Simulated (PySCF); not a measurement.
# BMe2(CN): geometry, NMR shifts, electronic excitations, spin-spin couplings and core binding energies

Aim: predict the NMR shifts, electronic excitations, spin-spin couplings and core binding energies of BMe2(CN) (`CB(C)C#N`).

The runs use PySCF 2.14.0, with density-fitted response routines of our own; the level of theory stands in each step. All values are computed, except where a source is named. Atoms are numbered from 0 throughout.

### Step 1. The starting structure

11 atoms, charge 0, multiplicity 1; geometry from: GFN2-xTB. The atoms were then displaced at random by about 0.03 Å, so the start is not that level's minimum.

Bonds of the start (Å): B0–C1 1.49, B0–C5 1.69, B0–C9 1.50, C1–H2 1.06, C1–H3 1.16, C1–H4 1.11, C5–H6 1.07, C5–H7 1.12, C5–H8 1.12, C9–N10 1.16.

### Step 2. Geometry optimisation at PBE0-D3(BJ)/def2-SVP

What the job is given:

```
{"job": {"xc": "PBE0", "basis": "def2-SVP", "d3": "d3bj", "grid": 1, "maxiter": 40, "shake": 0.03, "kind": "geom"}, "charge": 0, "multiplicity": 1}
B     -0.070630    -0.301160     0.013800
C      1.421370    -0.286930     0.002370
H      1.711150    -0.464110     1.006220
H      2.004020     0.661290    -0.324040
H      1.833910    -1.110360    -0.617670
C     -0.962120     1.130660    -0.020870
H     -1.250350     1.300100    -1.036950
H     -0.325750     1.998630     0.282930
H     -1.863590     1.085880     0.644080
C     -0.904820    -1.550550     0.038630
N     -1.495130    -2.548960     0.042400
```

Run with:

```bash
OMP_NUM_THREADS=1 python probes_run.py task.json out
```

The driver reads the jobs from task.json and runs them one after another.

**Question.** This job is followed by: GIAO PBE0/pcSseg-1 NMR shielding, non-relativistic, gas phase; TDDFT B3LYP/def2-SVPD, vertical, gas phase, core orbitals frozen in the response; B3LYP/pcJ-1 indirect spin-spin coupling, non-relativistic, gas phase; GIAO B3LYP/pcSseg-1 NMR shielding, non-relativistic, gas phase; delta-SCF UKS SCAN, pcX-2 on the ionised atom (unc-x2c-TZVPall on a metal), pcseg-1 elsewhere, spin-free X2C. Predict these results of the whole session: point group; rotational constants (main isotopes); ¹³C shifts against TMS (PBE0/pcSseg-1, means over atoms taken as alike); ¹H shifts against TMS (PBE0/pcSseg-1, means over atoms taken as alike); ¹¹B shifts against BF3·OEt2 (PBE0/pcSseg-1); ¹⁵N shifts against NH3 (PBE0/pcSseg-1); surface potential, 1st and 99th percentile; lowest singlet (B3LYP/def2-SVPD); brightest single state of those computed; lowest triplet; largest coupling of the table (B3LYP/pcJ-1); C1s binding energies, SCAN/pcX-2; B1s binding energies, SCAN/pcX-2; N1s binding energies, SCAN/pcX-2; range of the shift of C9.

**Answer**, as computed:

| quantity | value |
| --- | --- |
| point group | C2 |
| rotational constants (main isotopes) | 7.45, 3.64, 2.52 GHz |
| ¹³C shifts against TMS (PBE0/pcSseg-1, means over atoms taken as alike) | 132.1, 18.4 ppm |
| ¹H shifts against TMS (PBE0/pcSseg-1, means over atoms taken as alike) | 1.20 ppm |
| ¹¹B shifts against BF3·OEt2 (PBE0/pcSseg-1) | 73.2 ppm |
| ¹⁵N shifts against NH3 (PBE0/pcSseg-1) | 384.1 ppm |
| surface potential, 1st and 99th percentile | -1.74 V and 1.60 V |
| lowest singlet (B3LYP/def2-SVPD) | 5.14 eV (241 nm), f = 0.000 |
| brightest single state of those computed | state 7, 7.96 eV, f = 0.141 |
| lowest triplet | 4.79 eV |
| largest coupling of the table (B3LYP/pcJ-1) | ¹J(C,H) C1–H2, 126.6 Hz |
| C1s binding energies, SCAN/pcX-2 | C9 291.83, C1 290.75 eV |
| B1s binding energies, SCAN/pcX-2 | B0 197.04 eV |
| N1s binding energies, SCAN/pcX-2 | N10 405.25 eV |
| range of the shift of C9 | 130.5 to 132.1 ppm |

What this shows: The start was shaken at random, so part of the energy gained undoes that. Relaxing lowered the energy by 0.463 eV in 5 steps; the close pair that moved most is B0–C5, from 1.687 to 1.560 Å. At PBE0/pcSseg-1: The largest span, 475 ppm, is at N10, where the paramagnetic term is -456 ppm. At PBE0/pcSseg-1, counted by nearest atom on the grid, the HOMO lies on N10 36 %; C9 19 %, the LUMO on B0 46 %; N10 20 %. The first singlet state (HOMO→LUMO 0.99) lies at 5.14 eV and is dark; of the 10 states computed, the strongest absorption comes from state 7 at 7.96 eV. The lowest triplet lies 0.35 eV below the lowest singlet (triplets in Tamm-Dancoff, singlets in full TDDFT). In the run at B3LYP/pcJ-1, the largest coupling of the table is C1–H2 (mean over like pairs), 126.6 Hz, of which the Fermi-contact term gives 124.5 Hz. The C1s levels kept as sound span 1.08 eV, from C1 (carbon bonded to B, 3 H) up to C9 (carbon bonded to B, N). In ppm, C9 moves most: its shift spreads over 1.6 ppm, from 130.5 (B3LYP/pcSseg-1) to 132.1 (PBE0/pcSseg-1).
